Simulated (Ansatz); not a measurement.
# BClH6OSi2, SMILES B[SiH](Cl)O[SiH3]: energies of removing a hydrogen

With Ansatz 0.2.0, Python API.

Interactive session:
```pycon
>>> import ansatz
>>> from ase import Atoms
>>> def total_energy(molecule, charge=0, unpaired=0):
...     calc = (
...         molecule.calculation()
...         .basis(gaussian="def2-SVPD")
...         .functional("r2scan0")
...     )
...     if charge:
...         calc = calc.charge(charge)
...     if unpaired:
...         calc = calc.spin("collinear", total=unpaired)
...     return calc.run().report["free_energy_ev"]
...
>>> def without(molecule, index):
...     rest = ansatz.Crystal.molecule()
...     for i, site in enumerate(molecule.cartesian_sites):
...         if i != index:
...             rest = rest.atom(site.symbol, site.position_ang)
...     return rest
...
>>> atoms = Atoms(["B", "Si", "Cl", "O", "Si", "H", "H", "H", "H", "H", "H"], positions=[
...     (-1.725, 1.6281, 0.3455),
...     (-0.2231, 0.6642, -0.2431),
...     (1.3845, 1.9729, -0.3742),
...     (0.1703, -0.5636, 0.9055),
...     (1.1269, -1.7197, 0.1112),
...     (-2.3316, 1.393, 1.3303),
...     (-2.1323, 2.5855, -0.3084),
...     (-0.4731, 0.1247, -1.58),
...     (0.4453, -2.2892, -0.9893),
...     (2.3792, -1.0653, -0.2737),
...     (1.4444, -2.7875, 1.0967),
... ])
>>> molecule = ansatz.Crystal.molecule_from_ase(atoms)
>>> whole = total_energy(molecule, 0)
>>> hydrogen = total_energy(ansatz.Crystal.molecule().atom("H", (0, 0, 0)), 0, 1)
>>> print(f"E(molecule) = {whole:.5f} eV, E(H) = {hydrogen:.5f} eV")
E(molecule) = -31085.69828 eV, E(H) = -13.58464 eV
>>> for index in [6, 7, 10]:
...     radical = total_energy(without(molecule, index), 0, 1)
...     print(f"H{index}: homolysis {(radical + hydrogen - whole):.3f} eV")
...     anion = total_energy(without(molecule, index), -1)
...     print(f"H{index}: loss of a proton {(anion - whole):.3f} eV")
...
H6: homolysis 4.465 eV
H6: loss of a proton 17.368 eV
H7: homolysis 3.686 eV
H7: loss of a proton 15.489 eV
H10: homolysis 4.058 eV
H10: loss of a proton 16.709 eV
```

Caveats:
- Total energies depend on the basis set; only differences at equal settings carry meaning.
- The geometry is a force-field or estimated start, not a minimum of this method, and the basis set is short of its limit. All parts are taken at fixed geometry, without zero-point energy.
- Hardware and time: 2.4 min on 1 thread of Arm Neoverse V2, on a shared host, peak memory 0.69 GiB.
